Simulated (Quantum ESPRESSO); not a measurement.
# MnNi3 (Pm-3m) in Quantum ESPRESSO: reference runs

Reference runs on MnNi3: the cell as given and a disturbed copy.

Everything below comes from runs of Quantum ESPRESSO 7.5. Logs are shortened: lines on timing, memory, paths and dates and some standing lists are left out, and cuts for length are marked.

**1. The crystal as given**

Symmetry: Pm-3m, No. 221, cubic system. The conventional cell has a = 3.593 Å, b = 3.593 Å, c = 3.593 Å, α = 90.00°, β = 90.00°, γ = 90.00°. Around Ni (site symmetry 4/mmm) lie 8 Ni at 2.54 Å and 4 Mn at 2.54 Å. Mn (site symmetry m-3m) is surrounded by 12 Ni at 2.54 Å.

**2. Single point, PBEsol, collinear spin, ferromagnetic start**

Contents of pw.in:

```
&CONTROL
  calculation = 'scf'
  prefix = 'pwscf'
  outdir = './tmp'
  pseudo_dir = './pseudo'
  tprnfor = .true.
  tstress = .true.
  disk_io = 'low'
/
&SYSTEM
  ibrav = 0
  nat = 4
  ntyp = 2
  ecutwfc = 45
  ecutrho = 360
  nbnd = 49
  occupations = 'smearing'
  smearing = 'fd'
  degauss = 0.00367493
  nspin = 2
  starting_magnetization(1) = 0.0556
  starting_magnetization(2) = 0.2667
/
&ELECTRONS
  conv_thr = 8d-10
  electron_maxstep = 120
  mixing_beta = 0.3
/
ATOMIC_SPECIES
Ni    58.6934 ni_pbesol_v1.4.uspp.F.UPF
Mn    54.9380 mn_pbesol_v1.5.uspp.F.UPF
CELL_PARAMETERS angstrom
   3.5930000000    0.0000000000    0.0000000000
   0.0000000000    3.5930000000    0.0000000000
   0.0000000000    0.0000000000    3.5930000000
ATOMIC_POSITIONS crystal
Ni     0.5000000000    0.5000000000    0.0000000000
Ni     0.5000000000    0.0000000000    0.5000000000
Ni     0.0000000000    0.5000000000    0.5000000000
Mn     0.0000000000    0.0000000000    0.0000000000
K_POINTS automatic
7 7 7 0 0 0
```

Contents of pp_density.in:

```
&INPUTPP
  prefix = 'pwscf'
  outdir = './tmp'
  filplot = 'density.dat'
  plot_num = 0
/
&PLOT
  nfile = 1
  filepp(1) = 'density.dat'
  iflag = 3
  output_format = 6
  fileout = 'density.cube'
/
```

Contents of pp_potential.in:

```
&INPUTPP
  prefix = 'pwscf'
  outdir = './tmp'
  filplot = 'potential.dat'
  plot_num = 11
/
&PLOT
  nfile = 1
  filepp(1) = 'potential.dat'
  iflag = 3
  output_format = 6
  fileout = 'potential.cube'
/
```

Contents of pp_spin.in:

```
&INPUTPP
  prefix = 'pwscf'
  outdir = './tmp'
  filplot = 'spin.dat'
  plot_num = 6
/
&PLOT
  nfile = 1
  filepp(1) = 'spin.dat'
  iflag = 3
  output_format = 6
  fileout = 'spin.cube'
/
```

Potentials or basis: GBRV 1.5 PBEsol.

On the command line:

```console
$ OMP_NUM_THREADS=1 mpirun -n 2 pw.x -nk 2 -in pw.in > pw.out
$ OMP_NUM_THREADS=1 mpirun -n 1 pp.x -in pp_density.in > pp_density.out
$ OMP_NUM_THREADS=1 mpirun -n 1 pp.x -in pp_potential.in > pp_potential.out
$ OMP_NUM_THREADS=1 mpirun -n 1 pp.x -in pp_spin.in > pp_spin.out
```

pw.out:

```text
This program is part of the open-source Quantum ESPRESSO suite
     for quantum simulation of materials; please cite
         "P. Giannozzi et al., J. Phys.:Condens. Matter 21 395502 (2009);
         "P. Giannozzi et al., J. Phys.:Condens. Matter 29 465901 (2017);
         "P. Giannozzi et al., J. Chem. Phys. 152 154105 (2020);
     in publications or presentations arising from this work. More details at

     Message from routine setup:
     using ibrav=0 with symmetry is DISCOURAGED, use correct ibrav instead

     K-points division:     npool     =       2
     Subspace diagonalization in iterative solution of the eigenvalue problem:
     a serial algorithm will be used

     G-vector sticks info
     --------------------
     sticks:   dense  smooth     PW     G-vecs:    dense   smooth      PW
     Sum        1313     665    193                36137    12893    2103

     Using Slab Decomposition

     bravais-lattice index     =            0
     lattice parameter (alat)  =       6.7898  a.u.
     unit-cell volume          =     313.0172 (a.u.)^3
     number of atoms/cell      =            4
     number of atomic types    =            2
     number of electrons       =        69.00
     number of Kohn-Sham states=           49
     kinetic-energy cutoff     =      45.0000  Ry
     charge density cutoff     =     360.0000  Ry
     scf convergence threshold =      8.0E-10
     mixing beta               =       0.3000
     number of iterations used =            8  plain     mixing
     Exchange-correlation= SLA  PW   PSX  PSC
                           (   1   4  10   8   0   0   0)

     celldm(1)=   6.789786  celldm(2)=   0.000000  celldm(3)=   0.000000
     celldm(4)=   0.000000  celldm(5)=   0.000000  celldm(6)=   0.000000

     crystal axes: (cart. coord. in units of alat)
               a(1) = (   1.000000   0.000000   0.000000 )
               a(2) = (   0.000000   1.000000   0.000000 )
               a(3) = (   0.000000   0.000000   1.000000 )

     reciprocal axes: (cart. coord. in units 2 pi/alat)
               b(1) = (  1.000000  0.000000  0.000000 )
               b(2) = (  0.000000  1.000000  0.000000 )
               b(3) = (  0.000000  0.000000  1.000000 )

     PseudoPot. # 1 for Ni read from file:
     ni_pbesol_v1.4.uspp.F.UPF
     Pseudo is Ultrasoft + core correction, Zval = 18.0
     Generated by new atomic code, or converted to UPF format
     Using radial grid of  865 points,  6 beta functions with:
                l(1) =   0
                l(2) =   0
                l(3) =   1
                l(4) =   1
                l(5) =   2
                l(6) =   2
     Q(r) pseudized with 10 coefficients,  rinner =    0.980   0.980   0.980
                                                       0.980   0.980

     PseudoPot. # 2 for Mn read from file:
     mn_pbesol_v1.5.uspp.F.UPF
     Pseudo is Ultrasoft + core correction, Zval = 15.0
     Generated by new atomic code, or converted to UPF format
     Using radial grid of  859 points,  6 beta functions with:
                l(1) =   0
                l(2) =   0
                l(3) =   1
                l(4) =   1
                l(5) =   2
                l(6) =   2
     Q(r) pseudized with  8 coefficients,  rinner =    0.950   0.950   0.950
                                                       0.950   0.950

     atomic species   valence    mass     pseudopotential
     Ni               18.00    58.69340     Ni( 1.00)
     Mn               15.00    54.93800     Mn( 1.00)

     Starting magnetic structure
     atomic species   magnetization
     Ni              0.056
     Mn              0.267

     48 Sym. Ops., with inversion, found

   Cartesian axes

     site n.     atom                  positions (alat units)
         1        Ni     tau(   1) = (   0.5000000   0.5000000   0.0000000  )
         2        Ni     tau(   2) = (   0.5000000   0.0000000   0.5000000  )
         3        Ni     tau(   3) = (   0.0000000   0.5000000   0.5000000  )
         4        Mn     tau(   4) = (   0.0000000   0.0000000   0.0000000  )

     number of k points=    20  Fermi-Dirac smearing, width (Ry)=  0.0037
                       cart. coord. in units 2pi/alat
        k(    1) = (   0.0000000   0.0000000   0.0000000), wk =   0.0029155
        k(    2) = (   0.0000000   0.0000000   0.1428571), wk =   0.0174927
        k(    3) = (   0.0000000   0.0000000   0.2857143), wk =   0.0174927
        k(    4) = (   0.0000000   0.0000000   0.4285714), wk =   0.0174927
        k(    5) = (   0.0000000   0.1428571   0.1428571), wk =   0.0349854
        k(    6) = (   0.0000000   0.1428571   0.2857143), wk =   0.0699708
[... 12 lines left out ...]
        k(   19) = (   0.2857143   0.4285714   0.4285714), wk =   0.0699708
        k(   20) = (   0.4285714   0.4285714   0.4285714), wk =   0.0233236

     Dense  grid:    36137 G-vectors     FFT dimensions: (  45,  45,  45)

     Smooth grid:    12893 G-vectors     FFT dimensions: (  30,  30,  30)

     Check: negative core charge=   -0.000014
     Generating pointlists ...
     new r_m :   0.2917 (alat units)  1.9805 (a.u.) for type    1
     new r_m :   0.2917 (alat units)  1.9805 (a.u.) for type    2

     Initial potential from superposition of free atoms

     starting charge      62.4999, renormalised to      69.0000
     Starting wfcs are   52 randomized atomic wfcs

     Self-consistent Calculation

     iteration #  1     ecut=    45.00 Ry     beta= 0.30
     Davidson diagonalization with overlap
     ethr =  1.00E-02,  avg # of iterations =  4.7

     total energy              =   -1216.70738578 Ry
     estimated scf accuracy    <      97.36107244 Ry

     total magnetization       =     2.33 Bohr mag/cell
     absolute magnetization    =     2.33 Bohr mag/cell

     iteration #  2     ecut=    45.00 Ry     beta= 0.30
     Davidson diagonalization with overlap
     ethr =  1.00E-02,  avg # of iterations =  3.0

     total energy              =   -1236.46797767 Ry
     estimated scf accuracy    <      42.53896243 Ry

     total magnetization       =     0.28 Bohr mag/cell
     absolute magnetization    =     0.33 Bohr mag/cell
[... 181 lines left out ...]
     total energy              =   -1240.36001945 Ry
     estimated scf accuracy    <          2.3E-09 Ry

     total magnetization       =     4.90 Bohr mag/cell
     absolute magnetization    =     5.34 Bohr mag/cell

     iteration # 20     ecut=    45.00 Ry     beta= 0.30
     Davidson diagonalization with overlap
     ethr =  3.37E-12,  avg # of iterations =  1.9

     negative rho (up, down):  0.000E+00 9.198E-07

     Magnetic moment per site  (integrated on atomic sphere of radius R)
     atom   1 (R=0.292)  charge= 16.8021  magn=  0.5799
     atom   2 (R=0.292)  charge= 16.8021  magn=  0.5799
     atom   3 (R=0.292)  charge= 16.8021  magn=  0.5799
     atom   4 (R=0.292)  charge= 13.3454  magn=  3.1991

     End of self-consistent calculation

 ------ SPIN UP ------------

          k = 0.0000 0.0000 0.0000 (  1575 PWs)   bands (ev):

   -86.3891 -86.3638 -86.3638 -63.4684 -46.9598 -46.9598 -46.9598 -46.8938
   -46.8938 -46.8938 -46.8414 -46.8414 -46.8414 -32.3217 -32.3217 -32.3217
     8.1409  12.1066  12.1066  12.6246  12.8178  12.8178  12.8178  14.6182
    14.6182  14.6182  15.7087  15.7087  16.2184  16.3950  16.3950  16.3950
    16.5692  16.5692  16.9062  16.9062  16.9062  19.2028  19.2028  19.2028
    25.7196  25.7196  26.2060  30.5052  30.5052  30.5052  31.4801  31.4801
    31.4801

          k = 0.0000 0.0000 0.1429 (  1599 PWs)   bands (ev):

   -86.3880 -86.3649 -86.3638 -63.4684 -46.9565 -46.9565 -46.9543 -46.8947
   -46.8947 -46.8940 -46.8472 -46.8437 -46.8437 -32.3232 -32.3218 -32.3218
     8.3989  12.1714  12.2393  12.7164  12.8995  12.9091  12.9091  14.5215
    14.6928  14.6928  15.6204  15.7426  16.0040  16.0040  16.1321  16.3952
    16.4511  16.4980  16.5915  16.5915  16.9052  18.0694  19.9819  19.9819
    25.7800  26.0502  27.4926  29.6803  29.6803  29.7409  30.6896  31.4744
    31.4744
[... 163 lines left out ...]
   -86.3741 -86.3718 -86.3707 -63.4679 -46.9736 -46.9505 -46.9413 -46.9402
   -46.8691 -46.8658 -46.8561 -46.8523 -46.8429 -32.3271 -32.3269 -32.3250
    11.9528  12.3253  12.3843  12.7299  14.2023  14.3305  14.4203  14.5968
    14.7139  14.7574  14.8329  14.8663  14.8760  14.9003  14.9416  14.9707
    16.0848  16.2088  16.4100  16.4890  16.7291  17.6118  17.9878  18.7350
    22.7963  23.7496  23.9969  25.3713  33.8663  34.8890  35.3613  36.6114
    36.7493

          k = 0.4286 0.4286 0.4286 (  1598 PWs)   bands (ev):

   -86.3730 -86.3718 -86.3718 -63.4678 -46.9846 -46.9510 -46.9507 -46.9507
   -46.8566 -46.8566 -46.8555 -46.8436 -46.8436 -32.3266 -32.3263 -32.3263
    12.0040  12.1540  12.1540  12.5441  14.4519  14.4519  14.5717  14.5920
    14.5920  14.6084  14.7119  14.7119  15.5409  15.5409  15.6486  15.8990
    16.2355  16.3672  16.3672  16.5892  16.5892  17.4683  17.4683  17.6089
    22.5636  22.5636  22.9203  23.7673  36.7881  36.7881  37.1042  37.9148
    38.3149

 ------ SPIN DOWN ----------

          k = 0.0000 0.0000 0.0000 (  1575 PWs)   bands (ev):

   -85.5503 -85.5241 -85.5241 -59.7760 -46.1540 -46.1540 -46.1540 -46.0961
   -46.0961 -46.0961 -46.0214 -46.0214 -46.0214 -28.7221 -28.7221 -28.7221
     8.2827  12.9874  13.0287  13.0287  13.6855  13.6855  13.6855  15.5442
    15.5442  15.5442  16.4818  16.4818  16.9992  17.2472  17.2472  17.2472
    18.7869  18.7869  19.3367  19.3367  19.3367  19.3543  19.3543  19.3543
    26.6314  26.6314  26.8521  30.5270  30.5270  30.5270  31.9752  31.9752
    31.9752

          k = 0.0000 0.0000 0.1429 (  1599 PWs)   bands (ev):

   -85.5491 -85.5252 -85.5241 -59.7760 -46.1506 -46.1506 -46.1486 -46.0971
   -46.0971 -46.0964 -46.0271 -46.0238 -46.0238 -28.7241 -28.7222 -28.7222
     8.5412  12.9915  13.1279  13.1841  13.7673  13.7697  13.7697  15.4527
    15.5883  15.5883  16.3854  16.4947  16.8280  16.8280  16.9082  17.2474
    17.9951  18.6213  18.6213  18.7071  19.1163  19.3251  20.5717  20.5717
    26.6534  26.7664  28.1368  29.8502  29.9320  29.9320  31.2137  31.8468
    31.8468
[... 163 lines left out ...]
   -85.5347 -85.5323 -85.5312 -59.7754 -46.1565 -46.1522 -46.1457 -46.1397
   -46.0678 -46.0666 -46.0567 -46.0243 -46.0126 -28.7292 -28.7289 -28.7264
    12.4498  12.9834  13.0998  13.3019  14.9124  14.9964  15.1074  15.3083
    15.4009  15.4015  15.4634  15.6255  15.7371  15.9124  16.0074  16.2257
    16.9275  17.9329  17.9445  18.3590  18.3630  19.1560  19.7090  20.0316
    23.7552  24.6076  24.7962  26.1854  34.1179  35.0774  35.6540  36.9194
    37.5389

          k = 0.4286 0.4286 0.4286 (  1598 PWs)   bands (ev):

   -85.5336 -85.5323 -85.5323 -59.7752 -46.1613 -46.1555 -46.1555 -46.1544
   -46.0571 -46.0571 -46.0563 -46.0130 -46.0130 -28.7286 -28.7282 -28.7282
    12.6527  12.8977  12.8977  13.0686  15.1738  15.1738  15.2972  15.2984
    15.5332  15.5332  15.7547  15.7547  15.9769  16.2147  16.2147  16.5883
    17.0538  17.5474  17.5474  18.4299  18.4299  18.9549  19.3400  19.3400
    23.6242  23.6242  23.9069  24.7347  36.9047  36.9047  37.1580  37.9003
    38.4777

     the Fermi energy is    16.7971 ev

!    total energy              =   -1240.36001945 Ry
     estimated scf accuracy    <          4.3E-10 Ry
     smearing contrib. (-TS)   =      -0.00204294 Ry
     internal energy E=F+TS    =   -1240.35797651 Ry

     The total energy is F=E-TS. E is the sum of the following terms:
     one-electron contribution =    -686.49497890 Ry
     hartree contribution      =     383.97764853 Ry
     xc contribution           =    -131.87240959 Ry
     ewald contribution        =    -805.96823655 Ry

     total magnetization       =     4.90 Bohr mag/cell
     absolute magnetization    =     5.34 Bohr mag/cell

     convergence has been achieved in  20 iterations

     negative rho (up, down):  0.000E+00 9.198E-07

     Forces acting on atoms (cartesian axes, Ry/au):

     atom    1 type  1   force =     0.00000000    0.00000000    0.00000000
     atom    2 type  1   force =     0.00000000    0.00000000    0.00000000
     atom    3 type  1   force =     0.00000000    0.00000000    0.00000000
     atom    4 type  2   force =     0.00000000    0.00000000    0.00000000

     Total force =     0.000000     Total SCF correction =     0.000000

     Computing stress (Cartesian axis) and pressure

     negative rho (up, down):  0.000E+00 9.198E-07
          total   stress  (Ry/bohr**3)                   (kbar)     P=     -129.94
  -0.00088330   0.00000000   0.00000000         -129.94        0.00        0.00
   0.00000000  -0.00088330   0.00000000            0.00     -129.94        0.00
   0.00000000   0.00000000  -0.00088330            0.00        0.00     -129.94

=------------------------------------------------------------------------------=
   JOB DONE.
=------------------------------------------------------------------------------=
```

Run time: 51 s. Hardware: 2 MPI ranks of Arm Neoverse V2, shared host; peak memory 0.3 GiB.

What came out:

- Free energy: -16875.9578 eV
- Pressure: -13.0 GPa
- Band gap on the k mesh: none (metal or under the smearing width)
- Net moment: 4.90 μB per cell
- Absolute moment: 5.34 μB per cell
- Site moments: Ni +0.58; Mn +3.20 μB
- Valence electrons inside the program's atomic spheres: Ni 16.80; Mn 13.35

**3. Single point, PBEsol, collinear spin, ferromagnetic start (atoms moved at random, drawn with an rms of 0.05 Å)**

pw.in, as its differences from that of step 2:

```diff
@@ -7,3 +7,3 @@
   tstress = .true.
-  disk_io = 'low'
+  disk_io = 'nowf'
 /
@@ -36,6 +36,6 @@
 ATOMIC_POSITIONS crystal
-Ni     0.5000000000    0.5000000000    0.0000000000
-Ni     0.5000000000    0.0000000000    0.5000000000
-Ni     0.0000000000    0.5000000000    0.5000000000
-Mn     0.0000000000    0.0000000000    0.0000000000
+Ni     0.5024920000    0.5005430000    0.0032390000
+Ni     0.4994400000    0.0113670000    0.4924890000
+Ni    -0.0107600000    0.5005800000    0.4961940000
+Mn    -0.0012130000    0.0012570000    0.0034150000
 K_POINTS automatic
```

Potentials or basis: GBRV 1.5 PBEsol.

On the command line:

```console
$ OMP_NUM_THREADS=1 mpirun -n 2 pw.x -nk 2 -in pw.in > pw.out
```

pw.out:

```text
This program is part of the open-source Quantum ESPRESSO suite
     for quantum simulation of materials; please cite
         "P. Giannozzi et al., J. Phys.:Condens. Matter 21 395502 (2009);
         "P. Giannozzi et al., J. Phys.:Condens. Matter 29 465901 (2017);
         "P. Giannozzi et al., J. Chem. Phys. 152 154105 (2020);
     in publications or presentations arising from this work. More details at

     K-points division:     npool     =       2
     Subspace diagonalization in iterative solution of the eigenvalue problem:
     a serial algorithm will be used

     G-vector sticks info
     --------------------
     sticks:   dense  smooth     PW     G-vecs:    dense   smooth      PW
     Sum        1313     665    193                36137    12893    2103

     Using Slab Decomposition

     bravais-lattice index     =            0
     lattice parameter (alat)  =       6.7898  a.u.
     unit-cell volume          =     313.0172 (a.u.)^3
     number of atoms/cell      =            4
[... 312 lines left out ...]

     End of self-consistent calculation

     Number of k-points >= 100: set verbosity='high' to print the bands.

     the Fermi energy is    16.7996 ev

!    total energy              =   -1240.35851546 Ry
     estimated scf accuracy    <          6.2E-10 Ry
     smearing contrib. (-TS)   =      -0.00206680 Ry
     internal energy E=F+TS    =   -1240.35644866 Ry

     The total energy is F=E-TS. E is the sum of the following terms:
     one-electron contribution =    -687.08526553 Ry
     hartree contribution      =     384.27278328 Ry
     xc contribution           =    -131.87564494 Ry
     ewald contribution        =    -805.66832147 Ry

     total magnetization       =     4.90 Bohr mag/cell
     absolute magnetization    =     5.35 Bohr mag/cell

     convergence has been achieved in  22 iterations

     Forces acting on atoms (cartesian axes, Ry/au):

     atom    1 type  1   force =    -0.00872422    0.00572274   -0.00882860
     atom    2 type  1   force =    -0.00501956   -0.01142541    0.01117138
     atom    3 type  1   force =     0.01226559    0.00567683    0.00664129
     atom    4 type  2   force =     0.00147819    0.00002584   -0.00898408

     Total force =     0.027875     Total SCF correction =     0.000008

     Computing stress (Cartesian axis) and pressure

          total   stress  (Ry/bohr**3)                   (kbar)     P=     -127.20
  -0.00086429   0.00000780   0.00000658         -127.14        1.15        0.97
   0.00000780  -0.00086520  -0.00000806            1.15     -127.28       -1.19
   0.00000658  -0.00000806  -0.00086456            0.97       -1.19     -127.18

=------------------------------------------------------------------------------=
   JOB DONE.
=------------------------------------------------------------------------------=
```

It took 5.8 min on 2 MPI ranks of Arm Neoverse V2, shared host; peak memory 0.64 GiB.

What came out:

```yaml
Free_energy: -16875.9373 eV
Pressure: -12.7 GPa
Largest_force: 0.431 eV/Å
Band_gap_on_the_k_mesh: none (metal or under the smearing width)
Net_moment: 4.90 μB per cell
Absolute_moment: 5.35 μB per cell
Site_moments: Ni +0.59, +0.58; Mn +3.19 μB
Valence_electrons_inside_the_program's_atomic_spheres: Ni 16.68; Mn 13.28
```

Forces in eV/Å, atoms in the order of the input:
```
Ni  -0.224  0.147 -0.227
Ni  -0.129 -0.294  0.287
Ni   0.315  0.146  0.171
Mn   0.038  0.001 -0.231
```
